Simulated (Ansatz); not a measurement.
Run this with Ansatz 0.2.0, Python API and show what comes out.

The script, `alloy.py`:
```python
"""Mixing of Nb and Ti on the fcc lattice, after relaxing atoms and volume at fixed cell shape."""

from collections import Counter

import ansatz as az
import numpy as np


def fcc(first, a):
    return (
        az.Lattice.fcc(a)
        .space_group(225)
        .atom(first, (0, 0, 0))
        .primitive()
    )

A_FIRST, A_LAST = 4.19, 4.13


def run_phase(name, crystal):
    calc = (
        crystal.calculation()
        .basis(31 * az.Ry)
        .functional("lda")
        .mixing("broyden", ndim=8, beta=0.4)
        .scf(tolerance=1e-09)
        .kpoints(spacing=0.26)
        .occupations("cold", width=0.1)
        .band_table()
    )
    calc = calc.relax(force_tolerance=0.01, fix_cell=["shape"])
    return calc.run()


def volume_per_atom(outcome):
    return abs(np.linalg.det(outcome.lattice.cell_ang)) / len(outcome.lattice.sites)


def counts(outcome):
    return Counter(site.symbol for site in outcome.lattice.sites)


def main() -> None:
    # swap the mixed sites of the conventional cell one by one
    phases = {}
    for k in range(4 + 1):
        a = A_FIRST + (A_LAST - A_FIRST) * k / 4
        cell = fcc("Nb", a).conventional().resolved()
        sites = [site.position for site in cell.sites if site.symbol == "Nb"]
        for position in sites[:k]:
            cell = cell.substitution("Ti", at=position, replaces="Nb")
        phases[f"Nb{4 - k}Ti{k}"] = cell.resolved()

    done = {}
    for name, crystal in phases.items():
        done[name] = run_phase(name, crystal)
        print(f"{name}: {done[name].report['energy_sigma0_ev']:.4f} eV, {len(done[name].lattice.sites)} atoms")

    # x is the share of the second element on the mixed sites; both end members stand on this same lattice
    x = {name: counts(o)["Ti"] / (counts(o)["Nb"] + counts(o)["Ti"]) for name, o in done.items()}
    first, last = min(x, key=x.get), max(x, key=x.get)
    energy = {name: o.report["energy_sigma0_ev"] / len(o.lattice.sites) for name, o in done.items()}
    volume = {name: volume_per_atom(o) for name, o in done.items()}
    rows = []
    for name in sorted(done, key=x.get):
        line = lambda table: (1 - x[name]) * table[first] + x[name] * table[last]
        rows.append((name, x[name], 1000 * (energy[name] - line(energy)), volume[name], 100 * (volume[name] / line(volume) - 1)))
    print("      cell       x(Ti)  E_mix (meV/atom)  V (A^3/atom)  excess V (%)")
    for row in rows:
        print(f"{str(row[0]):>10}  {row[1]:10.3f}  {row[2]:+16.1f}  {row[3]:12.3f}  {row[4]:+12.2f}")
    # a fit of these few cells to Omega x(1 - x); small periodic cells, not a random solution
    shape = np.array([row[1] * (1 - row[1]) for row in rows])
    print("Omega =", round(float(shape @ [row[2] for row in rows] / (shape @ shape)), 1), "meV/atom")


if __name__ == "__main__":
    main()
```

```console
$ python alloy.py
DeckWarning: relax.cell: scf.convergence.dr2_threshold = 1e-9 eV is looser than the 4e-10 eV advised for a relaxation that steers and ends on the stress (1e-10 eV for each atom of the cell: 4). What an SCF threshold leaves in a stress goes as its square root, [...]
Nb4Ti0: -17768.8985 eV, 4 atoms
Nb3Ti1: -15777.0674 eV, 4 atoms
Nb2Ti2: -13785.1473 eV, 4 atoms
Nb1Ti3: -11793.1664 eV, 4 atoms
Nb0Ti4: -9801.0123 eV, 4 atoms
      cell       x(Ti)  E_mix (meV/atom)  V (A^3/atom)  excess V (%)
    Nb4Ti0       0.000              +0.0        17.770         +0.00
    Nb3Ti1       0.250             -35.1        17.209         -0.64
    Nb2Ti2       0.500             -48.0        16.733         -0.81
    Nb1Ti3       0.750             -45.7        16.371         -0.30
    Nb0Ti4       1.000              +0.0        15.970         +0.00
Omega = -204.3 meV/atom
```
(Warnings from the package without file and line, shortened.)

Mixing energies: -35 meV an atom at x(Ti) = 0.25 (volume -0.6 % off the straight line), -48 meV an atom at x(Ti) = 0.50 (volume -0.8 % off the straight line) and -46 meV an atom at x(Ti) = 0.75 (volume -0.3 % off the straight line). Values this small can change sign on a finer mesh.

Reading the output:
- These settings explore the input space; cutoff and mesh may be short of convergence.
- For the metals among these phases the mesh is modest: differences between phases can be off by up to 40 meV an atom.
- Atoms and volume are relaxed with the cell's shape held, which in cells of lower than cubic symmetry can hide stresses and shift volumes.
- These are small ordered cells, with both end members on the same lattice, which need not be their own; they aren't random solutions. Differences under about 40 meV an atom lie within the error of mesh and functional.
- The cells are prototypes set up for this calculation and needn't exist.
- Finished in 120 s on 1 thread of Arm Neoverse V1 (shared host), peak memory 0.46 GiB.
